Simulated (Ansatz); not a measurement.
Predict the output of the script below (the Python package of Ansatz (0.2.0)).

The script, `f3ge2h3_deck.py`:
```python
import ansatz

DECK = """
crystal:
  periodic: [false, false, false]
  atoms:
    - { symbol: F, position_ang: [1.437, -0.9872, 1.7396] }
    - { symbol: Ge, position_ang: [0.5891, -1.0001, 0.1626] }
    - { symbol: F, position_ang: [-0.5417, -2.3621, 0.1002] }
    - { symbol: F, position_ang: [1.8724, -1.1597, -1.1051] }
    - { symbol: Ge, position_ang: [-0.6328, 1.0218, -0.1954] }
    - { symbol: H, position_ang: [-1.6989, 1.1968, 0.9379] }
    - { symbol: H, position_ang: [0.3653, 2.2367, -0.1301] }
    - { symbol: H, position_ang: [-1.2983, 0.9966, -1.5655] }
basis:
  gaussian: { orbitals: def2-SVP }
hamiltonian:
  xc: hf
"""


def main() -> None:
    session = ansatz.Session.from_yaml(DECK)
    report = session.plan(threads=1).execute().report

    print("reference energy %16.6f eV" % report["reference_energy_ev"])
    print("total energy     %16.6f eV" % report["free_energy_ev"])
    print("occupied orbitals outside the frozen core (up, down):", report["n_occupied"], " frozen:", report["n_frozen"], " virtual:", report["n_virtual"])
    symbols = ["F", "Ge", "F", "F", "Ge", "H", "H", "H"]


if __name__ == "__main__":
    main()
```

```console
$ python f3ge2h3_deck.py
reference energy   -121094.123250 eV
total energy       -121094.123250 eV
occupied orbitals outside the frozen core (up, down): [47, 47]  frozen: 0  virtual: [74, 74]
```

Total energies depend on the basis set; only differences at equal settings carry meaning. The geometry is a force-field or estimated start, not a minimum of this method, and the basis set is short of its limit. Hardware and time: 2.8 s on 1 thread of Arm Neoverse V1 (shared host), peak memory 0.32 GiB.

(Lines on the test bed's own set-up are left out of the output.)
